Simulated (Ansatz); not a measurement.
# NTa: the cost of one run

Computed with Ansatz 0.2.0, Gaussian basis. Level: def2-QZVPP, core rule «outside noble gas», up to 5 orbitals frozen.

The runs, in order: UHF; ROHF; CCSD(T) on UHF.

**1. What is computed**

The geometry is a PBE0/def2-TZVP stationary point (not a proven minimum) of the parent state, kept for this charge and spin. No spin-orbit coupling is included. Elements past krypton take def2 core potentials.

2 atoms, charge 0, spin multiplicity 3.

Atoms are counted from 1 here; the program's logs count them from 0.

Bond lengths: Ta1–N2 1.820 Å.

**2. UHF**

Input file in.yaml:

```yaml
crystal:
  periodic: [false, false, false]
  atoms:
    - {symbol: Ta, position_ang: [0.000000, 0.000000, 0.000000]}
    - {symbol: N, position_ang: [0.000000, 0.000000, 1.819600]}
basis:
  gaussian: {orbitals: "def2-QZVPP.json"}
magnetization: {spin_polarized: true, initial_magnetization: 2}
hamiltonian: {xc: hf}
output: {orbitals: {seedname: orbitals}}
```

On the command line:

```sh
ansatz run in.yaml --threads 1 --pin off --events-out ev --progress --plain --max-ram 4096MiB --backend cpu
```

**Question.** How long does this run take on 1 thread of AMD EPYC 7R13, shared host, and how much memory does it need?

About 39 s, with a peak of 0.31 GiB.
